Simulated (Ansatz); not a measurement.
# Ti12IO23: the cost of one run

Computed with Ansatz 0.2.0 (DFT, PBE, plane-wave PAW, default files, scalar-relativistic, as far as a step names no other, unless a step's input says otherwise).

**1. The system as given**

The structure is monoclinic, space group Pm (No. 6). The conventional cell has a = 6.494 Å, b = 6.494 Å, c = 8.872 Å, α = 90.00°, β = 90.00°, γ = 90.00°. Ti (site symmetry m) is surrounded by 5 O at 1.95 to 1.98 Å and 1 I at 1.98 Å. Around Ti (site symmetry m) lie 6 O at 1.95 to 1.98 Å. Around Ti (site symmetry m) lie 1 I at 1.86 Å and 5 O at 1.95 to 1.98 Å. Only part of the 30 independent sites is listed.

As a file:

```
Ti I O
1.0
     4.59220    4.59220    0.00000
    -4.59220    4.59220    0.00000
     0.00000    0.00000    8.87220
Ti I O
12 1 23
Direct
  0.00000 0.00000 0.00000
  0.00000 0.00000 0.33333
  0.00000 0.00000 0.66667
  0.50000 0.50000 0.00000
  0.50000 0.50000 0.33333
  0.50000 0.50000 0.66667
  0.50000 0.00000 0.16667
  0.50000 0.00000 0.50000
  0.50000 0.00000 0.83333
  0.00000 0.50000 0.16667
  0.00000 0.50000 0.50000
  0.00000 0.50000 0.83333
  0.30496 0.00000 0.01353
  0.30496 0.00000 0.33333
  0.30496 0.00000 0.66667
  0.80496 0.50000 0.00000
  0.80496 0.50000 0.33333
  0.80496 0.50000 0.66667
  0.50000 0.30496 0.16667
  0.50000 0.30496 0.50000
  0.50000 0.30496 0.83333
  0.00000 0.80496 0.16667
  0.00000 0.80496 0.50000
  0.00000 0.80496 0.83333
  0.69504 0.00000 0.00000
  0.69504 0.00000 0.33333
  0.69504 0.00000 0.66667
  0.19504 0.50000 0.00000
  0.19504 0.50000 0.33333
  0.19504 0.50000 0.66667
  0.50000 0.69504 0.16667
  0.50000 0.69504 0.50000
  0.50000 0.69504 0.83333
  0.00000 0.19504 0.16667
  0.00000 0.19504 0.50000
  0.00000 0.19504 0.83333
```

Atom 13 of the input is the impurity.

**2. Relaxing the atoms in the given cell**

Input file input.yaml:

```yaml
crystal:
  lattice:
    - [4.5922, 4.5922, 0.0]
    - [-4.5922, 4.5922, 0.0]
    - [0.0, 0.0, 8.8722]
  atoms:
    - { symbol: Ti, position: [0.0, 0.0, 0.0] }
    - { symbol: Ti, position: [0.0, 0.0, 0.3333333333] }
    - { symbol: Ti, position: [0.0, 0.0, 0.6666666667] }
    - { symbol: Ti, position: [0.5, 0.5, 0.0] }
    - { symbol: Ti, position: [0.5, 0.5, 0.3333333333] }
    - { symbol: Ti, position: [0.5, 0.5, 0.6666666667] }
    - { symbol: Ti, position: [0.5, 0.0, 0.1666666667] }
    - { symbol: Ti, position: [0.5, 0.0, 0.5] }
    - { symbol: Ti, position: [0.5, 0.0, 0.8333333333] }
    - { symbol: Ti, position: [0.0, 0.5, 0.1666666667] }
    - { symbol: Ti, position: [0.0, 0.5, 0.5] }
    - { symbol: Ti, position: [0.0, 0.5, 0.8333333333] }
    - { symbol: I, position: [0.30496, 0.0, 0.0135253939], spin: 1.0 }
    - { symbol: O, position: [0.30496, 0.0, 0.3333333333] }
    - { symbol: O, position: [0.30496, 0.0, 0.6666666667] }
    - { symbol: O, position: [0.80496, 0.5, 0.0] }
    - { symbol: O, position: [0.80496, 0.5, 0.3333333333] }
    - { symbol: O, position: [0.80496, 0.5, 0.6666666667] }
    - { symbol: O, position: [0.5, 0.30496, 0.1666666667] }
    - { symbol: O, position: [0.5, 0.30496, 0.5] }
    - { symbol: O, position: [0.5, 0.30496, 0.8333333333] }
    - { symbol: O, position: [0.0, 0.80496, 0.1666666667] }
    - { symbol: O, position: [0.0, 0.80496, 0.5] }
    - { symbol: O, position: [0.0, 0.80496, 0.8333333333] }
    - { symbol: O, position: [0.69504, 0.0, 0.0] }
    - { symbol: O, position: [0.69504, 0.0, 0.3333333333] }
    - { symbol: O, position: [0.69504, 0.0, 0.6666666667] }
    - { symbol: O, position: [0.19504, 0.5, 0.0] }
    - { symbol: O, position: [0.19504, 0.5, 0.3333333333] }
    - { symbol: O, position: [0.19504, 0.5, 0.6666666667] }
    - { symbol: O, position: [0.5, 0.69504, 0.1666666667] }
    - { symbol: O, position: [0.5, 0.69504, 0.5] }
    - { symbol: O, position: [0.5, 0.69504, 0.8333333333] }
    - { symbol: O, position: [0.0, 0.19504, 0.1666666667] }
    - { symbol: O, position: [0.0, 0.19504, 0.5] }
    - { symbol: O, position: [0.0, 0.19504, 0.8333333333] }
magnetization:
  spin_polarized: true
kpoints:
  mp_grid: { grid: [3, 3, 2] }
scf:
  occupations: { method: fermi_dirac, width: 0.01 }
hamiltonian:
  xc: pbe
  pseudopotentials: { kind: paw }
output:
  forces: true
  stress: true
  populations: true
  efg:
    quadrupole_moments_barn: { Ti: 0.247, I: -0.68822, O: -0.02558 }
    contact_densities: true
relax:
  f_tol: 0.03
  max_steps: 40
```

On the command line:

```
$ ansatz run input.yaml --threads 4 --pin off --max-ram 10240MiB --backend cpu --events-out ev --progress --plain --runs-dir out
```

What time and memory should one allow on 4 threads of Arm Neoverse V2, shared host?

About 18 min, with a peak of 2.4 GiB.
